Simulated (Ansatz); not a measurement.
# CuCl (triplet): the correlation ladder, def2-TZVPP

An exercise on one series of results from a longer session: the logs are not shown, and one member is left open.

Computed with Ansatz 0.2.0, Gaussian basis. Level: def2-TZVPP, core rule «outside noble gas», up to 14 orbitals frozen.

Plan: UHF; ROHF; CCSD(T) on UHF.

2 further runs of the same task are left out: 2 set aside as unsound or not needed.

## What is computed

The geometry is a PBE0/def2-TZVP stationary point (not a proven minimum).

2 atoms, charge 0, spin multiplicity 3.

Atoms are counted from 1 here; the program's logs count them from 0.

Bond lengths: Cu1–Cl2 2.141 Å.

Coordinates:

```tsv
atom	x (Å)	y (Å)	z (Å)
Cu1	0.0000	0.0000	0.0000
Cl2	0.0000	0.0000	2.1406
```

Set-up of the first run:

in.yaml

```yaml
crystal:
  periodic: [false, false, false]
  atoms:
    - {symbol: Cu, position_ang: [0.000000, 0.000000, 0.000000]}
    - {symbol: Cl, position_ang: [0.000000, 0.000000, 2.140600]}
basis:
  gaussian: {orbitals: def2-TZVPP}
magnetization: {spin_polarized: true, initial_magnetization: 2}
hamiltonian: {xc: hf}
output: {orbitals: {seedname: orbitals}}
```

Launch:

```sh
$ ansatz run in.yaml --threads 1 --pin off --events-out ev --progress --plain --max-ram 4096MiB --backend cpu
```

Steps of the session up to this table: UHF; ROHF; CCSD(T) on UHF.

One table of the session follows, with a row left open; its other results are not shown here.

```
  method  from UCCSD(T) (meV)
    ROHF             +16019.1
     UHF                    ?
    UMP2               +392.6
   UCCSD               +539.2
UCCSD(T)                    0
```

Q: Estimate the row for UHF from the others.

The run gave: from UCCSD(T) (meV): +15912.6. In the column «from UCCSD(T) (meV)» it lies between UCCSD (+539.2) and ROHF (+16019.1).

With the free atoms at the same levels and basis (separate runs), the atomisation energy is 1.150 eV at UCCSD(T), 2.274 eV at ROHF.
